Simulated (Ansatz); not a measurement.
# ScNb (P-6m2) in Ansatz: convergence with wavefunction cutoff

Aim: find how far wavefunction cutoff must go before the results for ScNb settle, at r2SCAN. This setting moves, with any that are tied to it; all else stays.

Program: Ansatz 0.2.0. These are calculated values, not measurements. Logs are shortened: lines on timing, memory, paths and dates and some standing lists are left out, and cuts for length are marked.

**1. The crystal as given**

It takes space group P-6m2 (No. 187, hexagonal). The conventional cell has a = 3.066 Å, b = 3.066 Å, c = 5.072 Å, α = 90.00°, β = 90.00°, γ = 120.00°. Nb (site symmetry -6m2) is surrounded by 6 Nb at 3.07 Å and 6 Sc at 3.09 Å. Sc (site symmetry -6m2) has 6 Sc at 3.07 Å and 6 Nb at 3.09 Å as nearest neighbours.

The cell comes from a database or a generator and needn't be the stable form of this composition.

**2. With wavefunction cutoff 400 eV**

File input.yaml:

```yaml
crystal:
  lattice:
    - [3.0656443612, 0.0, 0.0]
    - [-1.5328221806, 2.6549258957, 0.0]
    - [0.0, 0.0, 5.072194]
  atoms:
    - { symbol: Nb, position: [0.3333333333, 0.6666666667, 0.5] }
    - { symbol: Sc, position: [0.0, 0.0, 0.0] }
hamiltonian:
  xc: r2scan
  pseudopotentials: { kind: nc, accuracy: standard }
kpoints:
  mp_grid: { grid: [8, 8, 5] }
scf:
  occupations: { method: methfessel_paxton, width: 0.1 }
output:
  forces: true
  stress: true
  eigenvalues: true
basis:
  ecutwfc: "400 eV"
```

Potentials or basis: PseudoDojo standard (PBE files).

Started as:

```
ansatz run input.yaml --threads 2 --pin off --max-ram 5632MiB --backend cpu --events-out ev --progress --plain --runs-dir out
```

It took 1.9 s on 2 threads of Arm Neoverse V2, shared host; peak memory 0.28 GiB.

Results:

```
Free energy            : -3030.5901 eV
Pressure               : 4.0 GPa
Band gap on the k mesh : none (metal or under the smearing width)
```

**3. With wavefunction cutoff 500 eV**

input.yaml: that of step 2 with these lines changed.

```diff
@@ -20,2 +20,2 @@
 basis:
-  ecutwfc: "400 eV"
+  ecutwfc: "500 eV"
```

Potentials or basis: PseudoDojo standard (PBE files).

Started as:

```
ansatz run input.yaml --threads 2 --pin off --max-ram 5632MiB --backend cpu --events-out ev --progress --plain --runs-dir out
```

Run time: 2.3 s. Hardware: 2 threads of Arm Neoverse V2, shared host; peak memory 0.32 GiB.

What came out:

```yaml
Free_energy: -3037.2554 eV
Pressure: 1.0 GPa
Band_gap_on_the_k_mesh: none (metal or under the smearing width)
```

**4. With wavefunction cutoff 600 eV**

input.yaml: that of step 3 with these lines changed.

```diff
@@ -20,2 +20,2 @@
 basis:
-  ecutwfc: "500 eV"
+  ecutwfc: "600 eV"
```

Started as:

```
ansatz run input.yaml --threads 2 --pin off --max-ram 5632MiB --backend cpu --events-out ev --progress --plain --runs-dir out
```

Run time: 3.7 s. Hardware: 2 threads of Arm Neoverse V2, shared host; peak memory 0.34 GiB.

What came out:

```
Free energy            : -3040.2750 eV
Pressure               : 0.2 GPa
Band gap on the k mesh : none (metal or under the smearing width)
```

**5. With wavefunction cutoff 700 eV**

input.yaml: that of step 4 with these lines changed.

```diff
@@ -20,2 +20,2 @@
 basis:
-  ecutwfc: "600 eV"
+  ecutwfc: "700 eV"
```

Started as:

```
ansatz run input.yaml --threads 2 --pin off --max-ram 5632MiB --backend cpu --events-out ev --progress --plain --runs-dir out
```

Run time: 4.1 s. Hardware: 2 threads of Arm Neoverse V2, shared host; peak memory 0.38 GiB.

Results:

```
Free energy            : -3041.5142 eV
Pressure               : -0.5 GPa
Band gap on the k mesh : none (metal or under the smearing width)
```

**6. With wavefunction cutoff 850 eV**

input.yaml: that of step 5 with these lines changed.

```diff
@@ -20,2 +20,2 @@
 basis:
-  ecutwfc: "700 eV"
+  ecutwfc: "850 eV"
```

Potentials or basis: PseudoDojo standard (PBE files).

Started as:

```
ansatz run input.yaml --threads 2 --pin off --max-ram 5632MiB --backend cpu --events-out ev --progress --plain --runs-dir out
```

It took 6.1 s on 2 threads of Arm Neoverse V2, shared host; peak memory 0.43 GiB.

The run converged. Its results:

- Free energy: -3042.0563 eV
- Pressure: -0.3 GPa
- Band gap on the k mesh: none (metal or under the smearing width)

**7. With wavefunction cutoff 1000 eV**

input.yaml: that of step 6 with these lines changed.

```diff
@@ -20,2 +20,2 @@
 basis:
-  ecutwfc: "850 eV"
+  ecutwfc: "1000 eV"
```

Started as:

```
ansatz run input.yaml --threads 2 --pin off --max-ram 5632MiB --backend cpu --events-out ev --progress --plain --runs-dir out
```

It took 8.3 s on 2 threads of Arm Neoverse V2, shared host; peak memory 0.47 GiB.

The run converged. Its results:

```yaml
Free_energy: -3042.1399 eV
Pressure: -0.3 GPa
Band_gap_on_the_k_mesh: none (metal or under the smearing width)
```

**8. With wavefunction cutoff 1200 eV**

input.yaml: that of step 7 with these lines changed.

```diff
@@ -20,2 +20,2 @@
 basis:
-  ecutwfc: "1000 eV"
+  ecutwfc: "1200 eV"
```

Started as:

```
ansatz run input.yaml --threads 2 --pin off --max-ram 5632MiB --backend cpu --events-out ev --progress --plain --runs-dir out
```

It took 6.9 s on 2 threads of Arm Neoverse V2, shared host; peak memory 0.52 GiB.

It converged, with:

```
Free energy            : -3042.1465 eV
Pressure               : -0.3 GPa
Band gap on the k mesh : none (metal or under the smearing width)
```

**9. With wavefunction cutoff 1400 eV**

input.yaml: that of step 8 with these lines changed.

```diff
@@ -20,2 +20,2 @@
 basis:
-  ecutwfc: "1200 eV"
+  ecutwfc: "1400 eV"
```

Potentials or basis: PseudoDojo standard (PBE files).

Started as:

```
ansatz run input.yaml --threads 2 --pin off --max-ram 5632MiB --backend cpu --events-out ev --progress --plain --runs-dir out
```

Run time: 8.9 s. Hardware: 2 threads of Arm Neoverse V2, shared host; peak memory 0.62 GiB.

The run converged. Its results:

| Item | Value |
| --- | --- |
| Free energy | -3042.1473 eV |
| Pressure | -0.3 GPa |
| Band gap on the k mesh | none (metal or under the smearing width) |

**10. With wavefunction cutoff 1700 eV**

input.yaml: that of step 9 with these lines changed.

```diff
@@ -20,2 +20,2 @@
 basis:
-  ecutwfc: "1400 eV"
+  ecutwfc: "1700 eV"
```

Potentials or basis: PseudoDojo standard (PBE files).

Started as:

```
ansatz run input.yaml --threads 2 --pin off --max-ram 5632MiB --backend cpu --events-out ev --progress --plain --runs-dir out
```

Standard output:

```text
Warning: hamiltonian.xc reads the kinetic-energy density τ on the library's norm-conserving files, and those of Nb, Sc were made for PBE. This build holds files of Nb, Sc that were made for r²SCAN, which a deck under this functional can read where it names no table (hamiltonian.pseudopotentials.accuracy or source), types no xc_functional and has no exact exchange, max_exx_coeff or level of output.embedding that keeps them out. To compare such runs, type hamiltonian.pseudopotentials: {kind: paw, frozen_core: stored} on both or, where PAW refuses one, {kind: nc, accuracy: standard}
Warning: RAYON_NUM_THREADS=2 ignored (pool sized by the plan → 2); use --threads N
Engine: ansatz 0.2.0, aarch64-unknown-linux-gnu
Pseudopotentials: kind: nc
Pseudopotential: Nb, nc, valence charge 13, recommended cutoff 1115.666836 eV (normal), Nb.nc.azcp (PseudoDojo's, or run here from an input of PseudoDojo's; its table is named by hamiltonian.pseudopotentials.accuracy)
Pseudopotential: Sc, nc, valence charge 11, recommended cutoff 1061.244064 eV (normal), Sc.nc.azcp (PseudoDojo's, or run here from an input of PseudoDojo's; its table is named by hamiltonian.pseudopotentials.accuracy)
Functional definition: r2SCAN
  parameter k0 = 0.174
  parameter k1 = 0.065
  parameter a1 = 4.9479
  exchange = r2scan_x(k0 = k0, k1 = k1, a1 = a1)
  correlation = r2scan_c
Crystal: 2 atoms, lattice volume = 41.283 Å³
Basis set: ecut = 1700 eV, 6569 PW (Γ), exchange–correlation on 180×180×288 points (64 copies of the dense FFT grid, shifted against one another)
Bands: 16, of which v1, the nominal top of the filled ones, is band 12 counted from 1 (11 counted from 0)
Symmetry: 12 space group operations
Space group: P-6m2 (ITA 187), of the structure as read, at distance tolerance 3.5e-5 Å
k-points: 30 of 320 (time reversal used)
Non-local potential: Nb, projectors of the file, l = 0: 2, l = 1: 2, l = 2: 2
Non-local potential: Sc, projectors of the file, l = 0: 2, l = 1: 2, l = 2: 2
Initial density: superposition of atomic densities (chi_scale 0.1, normalization cell, long waves kept (reshape's long-wave potential 0.00 eV rms))
Initial wavefunctions: pseudopotential atomic-orbital guess
Functional: x = r2scan, c = r2scan; τ floored in thin density (d = 2e-4 eV/Å³)
SCF iter   1: F=—  HF=-3043.546525 eV  |F-HF|=—  |Δ(HF+E_count)|=         —  Δρ=1.02e-1  dr2=1.31e1  dr2_τ=1.71e0  ethr=3.10e-3  ⟨swp⟩=5.3  Hψ=2231  notcnv=0
preconditioner: auto → Kerker (q_TF=auto, 2.492 Å⁻¹)  [metal: Δε(μ)=0.060 eV  Ē_g=3.468 eV  σ=0.100 eV  W_gap=0.46  n_scr=10 (ndim 8)  ℏωp=16.3 eV  f_vac=0.000  D(μ)=1.00/eV (n_scr^D=2)]
SCF iter   2: F=—  HF=-3042.227473 eV  |F-HF|=—  |Δ(HF+E_count)|=    1.32e0  S|Δr|=    0.00e0  Δρ=4.01e-2  dr2=9.69e-1  dr2_τ=2.46e0  ethr=3.10e-3  ⟨swp⟩=3.1  Hψ=1236  notcnv=0  defer=2
SCF iter   3: F=—  HF=-3042.174532 eV  |F-HF|=—  |Δ(HF+E_count)|=   5.29e-2  S|Δr|=    0.00e0  Δρ=2.37e-2  dr2=2.38e-1  dr2_τ=3.58e-2  ethr=3.10e-3  ⟨swp⟩=2.4  Hψ=709  notcnv=0  defer=2
SCF iter   4: F=—  HF=-3042.146278 eV  |F-HF|=—  |Δ(HF+E_count)|=   2.83e-2  S|Δr|=    0.00e0  Δρ=4.98e-3  dr2=1.24e-2  dr2_τ=4.38e-3  ethr=9.91e-4  ⟨swp⟩=4.0  Hψ=1058  notcnv=0  defer=2
SCF iter   5: F=—  HF=-3042.147595 eV  |F-HF|=—  |Δ(HF+E_count)|=   1.32e-3  S|Δr|=    0.00e0  Δρ=1.72e-3  dr2=2.17e-3  dr2_τ=4.19e-4  ethr=5.15e-5  ⟨swp⟩=1.2  Hψ=536  notcnv=0  defer=2
SCF iter   6: F=—  HF=-3042.147866 eV  |F-HF|=—  |Δ(HF+E_count)|=   2.71e-4  S|Δr|=    0.00e0  Δρ=5.42e-4  dr2=3.54e-4  dr2_τ=5.67e-5  ethr=9.03e-6  ⟨swp⟩=2.3  Hψ=767  notcnv=0  defer=2
SCF iter   7: F=—  HF=-3042.147851 eV  |F-HF|=—  |Δ(HF+E_count)|=   1.47e-5  S|Δr|=    0.00e0  Δρ=1.11e-4  dr2=1.45e-5  dr2_τ=8.72e-7  ethr=1.47e-6  ⟨swp⟩=1.4  Hψ=498  notcnv=0  defer=2
SCF iter   8: F=—  HF=-3042.147949 eV  |F-HF|=—  |Δ(HF+E_count)|=   9.77e-5  S|Δr|=    0.00e0  Δρ=2.13e-5  dr2=1.62e-7  dr2_τ=3.76e-8  ethr=6.05e-8  ⟨swp⟩=2.4  Hψ=691  notcnv=0  defer=2
SCF iter   9: F=-3042.147949 eV  HF=-3042.147949 eV  |F-HF|=3.29e-8  |Δ(HF+E_count)|=   1.46e-7  S|Δr|=    0.00e0  Δρ=9.76e-6  dr2=5.82e-8  dr2_τ=1.26e-8  ethr=4.17e-10  ⟨swp⟩=8.9  Hψ=2926  notcnv=0
SCF 1 converged in 9 iterations: F = -3042.147949 eV  dr2 = 5.82e-8
SCF converged after 9 iterations
Stability not checked: this state was not tested for a lower state beside it, because cold or Methfessel-Paxton smearing, or corrected tetrahedra, fill the levels in a way that the test cannot read (fill_not_monotonic; see scf.lower_state_search)
Free energy (F): -3042.147949 eV
Harris-Foulkes:  -3042.147949 eV  (|F-HF|=3.29e-8)
Internal energy: -3042.149759 eV  (E = F + TS)
E sigma→0 (E₀):  -3042.148402 eV
Entropy (-TS):   0.001810 eV (0.905 meV/atom)
Fermi energy:    13.444899 eV
Step filling:    the computed levels leave a gap of 0.0040 eV = 0.0 smearing widths at the electron count; against every level under it full and every level over it empty, smearing changes F+E_penalty+E_count by -0.635 meV and its σ→0 estimate by -1.087 meV
--- Per-component energies (eV) ---
  E_band       = -272.408762
  E_kinetic    = 975.475548
  E_local      = -1998.012573  (includes V_loc(G=0)·N_el)
  E_nonlocal   = 282.932150
  E_hartree    = 492.956263
  E_xc         = -606.733324
  E_vxc        = -551.210817  (∫ρ·V_xc dr)
  E_vtau       = 32.489624  (kinetic-family band-sum trace: ∫τ·v_τ [+ j·A + Jᵃ·Aᵃ] dr)
  E_ewald      = -2188.767822
  E_smearing   = 0.001810  (= −TS)
  E_closure    = 0.000000  (closes the sum)
  Σ components = -3042.147949   (vs F -3042.147949, Δ=0.00e0)
--- Forces (eV/Å), atoms counted from 1 ---
  atom   1  Nb    -0.00000000     0.00000000     0.00000000
  atom   2  Sc     0.00000000    -0.00000000     0.00000000
  max |Σ_I F_I| component: 7.40e-17 eV/Å
--- Stress (GPa, compression-positive) ---
        0.117675       0.000000      -0.000000
        0.000000       0.117675      -0.000000
       -0.000000      -0.000000      -1.142425
  P = ⅓ Tr σ = -0.3024 GPa (-3.024 kbar)
--- Band table (eV; the first three rows and the last of 30) ---
  k-point 0: bands = ["-43.1173", "-38.1467", "-18.5341", "-17.9986", "-17.9986", "-15.5852", "-15.3656", "-15.3656", "7.3697", "10.4405", "14.0612", "14.1404", "14.1404", "14.6899", "15.8531", "15.8531"]
  k-point 1: bands = ["-43.1171", "-38.1472", "-18.5189", "-17.9983", "-17.9983", "-15.6072", "-15.3660", "-15.3660", "7.6861", "10.3157", "13.4262", "14.0921", "14.0921", "14.7045", "15.4852", "15.4852"]
  k-point 2: bands = ["-43.1168", "-38.1479", "-18.4939", "-17.9979", "-17.9979", "-15.6432", "-15.3665", "-15.3665", "8.5162", "9.7165", "12.7595", "14.0324", "14.0324", "14.5430", "15.2145", "15.2145"]
  k-point 29: bands = ["-43.0082", "-38.0542", "-18.6062", "-18.4056", "-18.3789", "-15.8064", "-15.6625", "-15.5282", "11.5330", "11.9352", "12.5979", "12.7810", "13.2507", "13.9212", "15.6559", "16.2655"]
```

Run time: 12 s. Hardware: 2 threads of Arm Neoverse V2, shared host; peak memory 0.79 GiB.

Results:

* Free energy: -3042.1479 eV
* Pressure: -0.3 GPa
* Band gap on the k mesh: none (metal or under the smearing width)

**11. The series at a glance**

| wavefunction cutoff | energy less the tightest run, at zero smearing (meV/atom) | pressure (GPa) | SCF cycles | CPU time (s) | peak memory (GiB) |
| --- | --- | --- | --- | --- | --- |
| 400 eV | 5779.02 | 3.96 | 9 | 3.7 | 0.28 |
| 500 eV | 2446.29 | 1.03 | 8 | 4.5 | 0.32 |
| 600 eV | 936.50 | 0.17 | 9 | 7.2 | 0.34 |
| 700 eV | 316.86 | -0.46 | 9 | 8 | 0.38 |
| 850 eV | 45.84 | -0.32 | 9 | 12 | 0.43 |
| 1000 eV | 4.04 | -0.30 | 10 | 16 | 0.47 |
| 1200 eV | 0.71 | -0.30 | 9 | 14 | 0.52 |
| 1400 eV | 0.34 | -0.30 | 9 | 18 | 0.62 |
| 1700 eV | 0.00 | -0.30 | 9 | 24 | 0.79 |

Against the tightest run, the energy stays within 1 meV/atom from 1200 eV on; the pressure stays within 0.1 GPa from 850 eV on. The tightest run that finished is the yardstick and may itself not be fully converged.

Caveats: the meta-GGA runs on potentials made for a GGA; the potentials were made for another functional, which shifts forces and pressure.
